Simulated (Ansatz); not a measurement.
# CH₃BS with the probe Cl-: a probe moved round a molecule

How does the energy of CH₃BS (SMILES B1CS1) with the probe Cl- change over two coordinates at once? A grid of runs gives the map.

Computed with Ansatz 0.2.0. Level: RKS CAM-B3LYP-D4/def2-SVPD.

**1. The system as given**

6 atoms, charge 0, spin multiplicity 1.

Atoms are counted from 1 here; the program's logs count them from 0.

Bond lengths: B1–C2 1.541 Å, B1–S3 1.759 Å, B1–H4 1.199 Å, C2–S3 1.901 Å, C2–H5 1.103 Å, C2–H6 1.103 Å. Angles: C2–B1–S3 70.0°, C2–B1–H4 149.0°, S3–B1–H4 141.0°, B1–C2–S3 60.4°, B1–C2–H5 121.6°, B1–C2–H6 121.6°, S3–C2–H5 113.9°, S3–C2–H6 113.9°, H5–C2–H6 113.3°, B1–S3–C2 49.6°.

Geometry (Å):

```xyz
6
charge 0, multiplicity 1
B    -0.50400   -0.70747   -0.23148
C     0.22636    0.61242    0.08307
S     0.99365   -1.03849    0.62910
H    -1.44428   -1.27073   -0.71713
H     0.81272    1.14517   -0.68432
H    -0.08446    1.25910    0.92075
```

This geometry comes from a loose relaxation at PBE in a small basis, which is not shown.

**4. Plan of the scan**

The probe is moved over the molecule's main plane (x and y are the axes of that plane, centred on the molecule).

- x of the probe's Cl atom: 15 values from −4.06 to 4.06 Å
- y of the probe's Cl atom: 19 values from −5.22 to 5.22 Å

Nothing else is relaxed (molecule and probe rigid). Energies count from molecule and probe far apart, each relaxed in its own basis (no counterpoise correction). Points are written as (first, second).

The probe Cl- moves over a plane: the molecule's main plane. The molecule is turned into the frame of its main axes, as the inputs below show.

(The set-up runs are not shown.)

**5. Grid point (−3.48 Å, 2.32 Å)**

Input file input.yaml:

```yaml
crystal:
  periodic: [false, false, false]
  atoms:
    - { symbol: B, position_ang: [-0.341911, -0.829808, 0.0] }
    - { symbol: C, position_ang: [-0.737967, 0.649016, 0.0] }
    - { symbol: S, position_ang: [1.079877, 0.180792, 0.0] }
    - { symbol: H, position_ang: [-0.676485, -1.9697, -1.0e-06] }
    - { symbol: H, position_ang: [-1.075159, 1.144901, -0.913776] }
    - { symbol: H, position_ang: [-1.075159, 1.1449, 0.913777] }
    - { symbol: Cl, position_ang: [-3.48, 2.32, 0.0] }
total_charge: -1
basis:
  gaussian: { orbitals: def2-SVPD }
hamiltonian:
  xc: { name: CAM-B3LYP }
  dispersion: d4
output:
  forces: true
```

Started as:

```sh
> ansatz run input.yaml --threads 1 --pin off --max-ram 2560MiB --backend cpu --events-out ev --progress --plain --runs-dir out
```

Further runs follow: the other points that were computed.

What does the calculation give? Wanted: lowest point; largest force on an atom.

The runs gave:

| quantity | value |
| --- | --- |
| lowest point | (−3.48 Å, 2.32 Å) [nearest 2 H at 2.83 Å], −7.6 kcal/mol |
| highest computed point (blank points may lie higher) | (−1.74 Å, 1.74 Å), 376.0 kcal/mol above the lowest |
| largest force on an atom (eV/Å) | 0.1 at (4.06 Å, −5.22 Å) to 31.4 at (−1.74 Å, 1.74 Å); 0.7 at the lowest point |
| time for the whole task | 38 min on 1 thread, shared host |

What this shows: The lowest computed point is at (−3.48 Å, 2.32 Å) [nearest 2 H at 2.83 Å], −7.6 kcal/mol from molecule and probe far apart, each relaxed in its own basis (no counterpoise correction). The grid is coarse, so the lowest point of the scanned range may lie between grid points; coordinates that were held can hide deeper minima. The highest computed point, (−1.74 Å, 1.74 Å) [nearest 2 H at 1.28 Å], lies 376.0 kcal/mol above the lowest. Between some neighbouring points the energy changes steeply, from close contacts of the rigid frames or a change of state; the map doesn't tell which. No counterpoise correction was made, so wells between separate parts tend to come out somewhat too deep.
